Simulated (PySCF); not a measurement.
# AlBr3: the cost of one run

The runs use PySCF 2.14.0; levels as typed in each script, gas phase, geometry from GFN2-xTB.

## 1. Where the work starts

SMILES `Br[Al](Br)Br`, 4 atoms, charge 0, spin multiplicity 1.

Bond lengths: Br1–Al2 2.246 Å, Al2–Br3 2.245 Å, Al2–Br4 2.244 Å. Angles: Br1–Al2–Br3 120.0°, Br1–Al2–Br4 120.0°, Br3–Al2–Br4 120.0°.

Coordinates:

```mol
AlBr3
  3D, bonds by distance, orders not assigned

  4  3  0  0  0  0  0  0  0  0999 V2000
    1.4839   -1.6848    0.0000 Br  0  0
   -0.0008    0.0000    0.0000 Al  0  0
    0.7173    2.1274    0.0000 Br  0  0
   -2.2009   -0.4426    0.0000 Br  0  0
  1  2  8  0
  2  3  8  0
  2  4  8  0
M  END
```

## 2. Density, bond paths and surface potential (wB97X/def2-tzvp)

input.py reads:

```python
import numpy as np
from pyscf import gto, scf, dft
from pyscf.scf import atom_ks, atom_hf
from scipy.linalg import block_diag

def solve(mol, dm0=None, hcore=None):
    mf = (dft.UKS if mol.spin else dft.RKS)(mol, xc='wb97x')
    mf.grids.level = 3
    mf = mf.density_fit(auxbasis='def2-universal-jkfit')
    mf.conv_tol, mf.max_cycle = 1e-8, 80
    if hcore is not None:
        mf.get_hcore = lambda *args: hcore
    mf.kernel(dm0)
    if not mf.converged:
        mf = mf.newton().run(mf.mo_coeff, mf.mo_occ, max_cycle=30)
    assert mf.converged, 'SCF not converged'
    return mf

mol = gto.M(atom='''
Br     1.48391    -1.68481     0.00000
Al    -0.00079     0.00000     0.00000
Br     0.71728     2.12743     0.00000
Br    -2.20090    -0.44262     0.00000
''', basis='def2-tzvp', charge=0, spin=0, verbose=4)
mf = solve(mol)
mf.analyze()
# spherically averaged free atoms, for the promolecule
atm = atom_ks.get_atm_nrks(mol, xc='wb97x')
pro = block_diag(*[(atm[a[0]][2] * atm[a[0]][3]) @ atm[a[0]][2].T for a in mol._atom])
np.savez('result.npz', e=mf.e_tot, c=mf.mo_coeff, occ=mf.mo_occ, eps=mf.mo_energy, pro=pro, dip=mf.dip_moment(verbose=0), s2=mf.spin_square()[0])
```

The run is started by

```
$ OMP_NUM_THREADS=1 python input.py
```

Q: Estimate wall time and peak memory on 1 thread of Arm Neoverse N1, shared host.

About 49 s, with a peak of 0.74 GiB.
